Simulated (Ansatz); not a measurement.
# BrFGaH: short molecular-dynamics run in Python

How does BrFGaH move over a short run? A script is to give a short molecular-dynamics run; the system is BrFGaH.

Program: the Python package of Ansatz 0.2.0. Level of theory: B3LYP/def2-SVP. These are calculated values, not measurements.

## (1) The system

Bond lengths: F1–Ga2 1.812 Å, Ga2–Br3 2.453 Å, Ga2–H4 1.478 Å. Angles: F1–Ga2–Br3 105.9°, F1–Ga2–H4 126.4°, Br3–Ga2–H4 115.4°.

No structure file is read: the coordinates are typed or built in the script.

## (2) The code

run_md.py reads:

```python
'''A short Born-Oppenheimer trajectory of BrFGaH.'''

import ansatz as az
from ase import Atoms
import numpy as np

BASIS = 'def2-SVP'
XC = 'b3lyp'
N_STEPS = 20
TEMPERATURE_K = 300

atoms = Atoms(['F', 'Ga', 'Br', 'H'], positions=[
    (-1.714, -0.462, 0.1803),
    (-0.0948, 0.1295, -0.3793),
    (1.5654, -1.2666, 0.7665),
    (0.2989, 1.5387, -0.5878),
])
molecule = az.Crystal.molecule_from_ase(atoms)

model = molecule.calculation().basis(gaussian=BASIS).functional(XC)
symbols = [site.symbol for site in molecule.cartesian_sites]
start = np.array([site.position_ang for site in molecule.cartesian_sites], dtype=float)
rep = model.relax(force_tolerance=0.02).run(threads=1, backend='cpu').report
end = np.array(rep['positions_ang'])
minimum = az.Crystal.molecule()
for symbol, place in zip(symbols, end):
    minimum = minimum.atom(symbol, place.tolist())

# dynamics from the relaxed geometry
model = minimum.calculation()
model = model.basis(gaussian=BASIS)
model = model.functional(XC).md('nvt_langevin', timestep=0.5, steps=N_STEPS, temperature=TEMPERATURE_K, initial_velocities='maxwell_boltzmann', seed=90, friction=0.02)
frames = []
res = model.session().plan().execute(on_event=lambda e: frames.append(e['data']) if e['event'] == 'md_step' else None)
print('t (fs)   E_pot (eV)      E_kin (eV)   T (K)   d(0-1) (A)')
for f in frames[::2]:
    xyz = np.array(f['positions_ang'])
    print(f'{f["time_fs"]:6.2f} {f["lagrangian_ev"]:14.5f} {f["e_kin_ev"]:10.5f} {f["temperature_k"]:8.1f} {np.linalg.norm(xyz[0] - xyz[1]):9.4f}')
print('mean temperature', round(float(np.mean([f['temperature_k'] for f in frames])), 1), 'K')
```

## (3) The calls as engine input

The engine receives this input (first run):

```yaml
crystal:
  periodic: [false, false, false]
  atoms:
    - { symbol: F, position_ang: [-1.714, -0.462, 0.1803] }
    - { symbol: Ga, position_ang: [-0.0948, 0.1295, -0.3793] }
    - { symbol: Br, position_ang: [1.5654, -1.2666, 0.7665] }
    - { symbol: H, position_ang: [0.2989, 1.5387, -0.5878] }
basis:
  gaussian:
    orbitals: def2-SVP
hamiltonian:
  xc: b3lyp
relax:
  f_tol: 0.02
```

## (4) Running it

On the command line:

```bash
> python run_md.py
```

Q: Predict the main results. Wanted: moves of the relaxation of run 1; energy gained in run 1; last largest force component of run 1; mean temperature, second half; farthest move.

**Answer**, as computed:

| quantity | value |
| --- | --- |
| runs compared | 2 |
| moves of the relaxation of run 1 | 5 |
| energy gained in run 1 | 0.523 eV |
| last largest force component of run 1 | 0.0056 eV/Å |
| length of the run | 20 steps, 10 fs |
| mean temperature, second half | 220 K |
| farthest move | 0.17 Å |

**Reading.** Run 1: After 5 moves the largest shift is 0.302 Å, of atom 2 (Ga). The temperature swings between 162 and 271 K, with a mean of 220 K in the second half; 4 atoms fluctuate widely. 10 fs show the first vibrations only, not equilibrium. The trajectory is only some femtoseconds long, and gives no averages; where the script doesn't relax first, it starts from a rough generated geometry. b3lyp holds the VWN-RPA fit, as in Gaussian; the form of ORCA and Turbomole is b3lyp5. The printed temperature counts all 3N degrees of freedom under Langevin dynamics, so the first row lies under the target.
